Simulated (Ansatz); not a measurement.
# Sb: the cost of one run

Method: DFT PBEsol, scalar-relativistic, plane waves, PAW, in Ansatz 0.2.0.

**1. The system as given**

Symmetry: R-3m, No. 166, trigonal system. Conventional cell: a = 4.301 Å, b = 4.301 Å, c = 11.232 Å, α = 90.00°, β = 90.00°, γ = 120.00°. Sb (site symmetry 3m) is surrounded by 3 Sb at 2.90 Å.

Structure file:

```xyz
2
Lattice="2.1506 1.2416 3.7440 -2.1506 1.2416 3.7440 0.0000 -2.4833 3.7440" Properties=species:S:1:pos:R:3 pbc="T T T"
Sb    0.0000    0.0000    2.6242
Sb    0.0000    0.0000    8.6078
```

The structure comes from the Crystallography Open Database.

**2. Quick check of gap, pressure and forces**

Input file input.yaml:

```yaml
crystal:
  lattice:
    - [2.150600332, 1.2416496806, 3.744]
    - [-2.150600332, 1.2416496806, 3.744]
    - [0.0, -2.4832993611, 3.744]
  atoms:
    - { symbol: Sb, position: [0.23364, 0.23364, 0.23364] }
    - { symbol: Sb, position: [0.76636, 0.76636, 0.76636] }
basis:
  ecutwfc: 420
kpoints:
  mp_grid: { grid: [6, 6, 6] }
hamiltonian:
  xc: pbesol
scf:
  occupations: { method: gaussian, width: 0.1 }
output:
  forces: true
  stress: true
  eigenvalues: true
```

On the command line:

```bash
> ansatz run input.yaml --threads 4 --pin off --max-ram 5120MiB --backend cpu --events-out ev --progress --plain --runs-dir out
```

What time and memory should one allow on 4 threads of Intel Xeon Platinum 8259CL at 2.50GHz (Skylake/Cascade Lake), shared host?

About 1.1 s, with a peak of 0.48 GiB.
